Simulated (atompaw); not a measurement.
# Arsenic: generating and testing a PAW (atompaw) potential

Task: generate the file, and judge it by its logarithmic derivatives, its ghosts and its cutoff.

Program: atompaw 4.2.0.5. Reference atom: LDA (PW92), scalar-relativistic, spherical and spin-unpolarised. All values are calculated.

## (1) The atom and the settings

The settings as typed:

```json
{"element": "arsenic (As, Z = 33)", "type": "PAW", "frozen core": "[Ar]", "valence charge": "15", "reference configuration": "3d10 4s2 4p3", "partial waves": "4s (bound): rc 2.20 bohr; 4s channel at -0.7 Ry: rc 2.20 bohr; 4p (bound): rc 2.20 bohr; 4p channel at 0.4 Ry: rc 2.20 bohr; 3d (bound): rc 0.95 bohr; 3d channel at -1.75 Ry: rc 0.95 bohr", "local potential": "troulliermartins scheme with l = 3 at 0 Ry, radius 1.90 bohr", "core correction": "smooth core density matched at 2.00 bohr", "augmentation charge": "sinc compensation charge, radius 2.00 bohr; PAW radius 2.20 bohr; waves and projectors: custom rrkj vanderbiltortho"}
```

The nodes and maxima of the atom's own shells, from an earlier all-electron run, set the scale for the radii.

All-electron outer shells of the reference configuration (LDA (PW92), scalar-relativistic, ld1.x):

```json
{"shell": "3s", "level (eV)": "-189.50", "outermost node (bohr)": "0.25", "outermost maximum (bohr)": "0.52"}
{"shell": "3p", "level (eV)": "-133.42", "outermost node (bohr)": "0.22", "outermost maximum (bohr)": "0.52"}
{"shell": "3d", "level (eV)": "-40.90", "outermost node (bohr)": "–", "outermost maximum (bohr)": "0.47"}
{"shell": "4s", "level (eV)": "-14.70", "outermost node (bohr)": "0.73", "outermost maximum (bohr)": "1.61"}
{"shell": "4p", "level (eV)": "-5.34", "outermost node (bohr)": "0.78", "outermost maximum (bohr)": "1.97"}
```

## (2) Generation

As.input

```
As 33
LDA-PW scalarrelativistic loggrid 1500 logderivrange -5 5 251
4 4 3 0 0 0
4 1 3
0 0 0
c
c
c
v
c
c
v
v
2
2.20 2.00 1.90 2.00
y
-0.7
n
y
0.4
n
y
-1.75
n
custom rrkj vanderbiltortho sinc
3 0 troulliermartins
2.20
2.20
2.20
2.20
0.95
0.95
PWSCFOUT
UPFDX 0.0125d0 UPFXMIN -7.d0 UPFZMESH 33.d0
END
```

Command:

```bash
$ atompaw < As.input > As.log
```

**Question.** What will these runs give? Wanted: cutoffs for 10 and 1 mRy, occupied levels; bound ghosts; largest phase difference near zero energy, channels read; lowest eigenvalue of the overlap; share of valence orbitals outside the PAW sphere; UPF file.

The runs gave:

| quantity | value |
| --- | --- |
| cutoffs for 10 and 1 mRy, occupied levels | 180 Ry and 300 Ry |
| bound ghosts | none found |
| largest phase difference near zero energy, channels read | 0.005 rad |
| lowest eigenvalue of the overlap (Bessel basis) | 0.334 (s) |
| share of valence orbitals outside the PAW sphere | 4s 30 %, 4p 56 %, 3d 0 % |
| UPF file | written |

What this shows: It counts as very hard, with 180 Ry needed at the looser tolerance. The slowest occupied level is 3d: taken alone it needs 180 Ry to come within 1 mRy, against 12 Ry for 4p. It is free of bound ghosts as far as tested. Near zero energy the phases of the channels with partial waves agree within 0.005 rad. These are tests on the free atom; a crystal test is still owed.
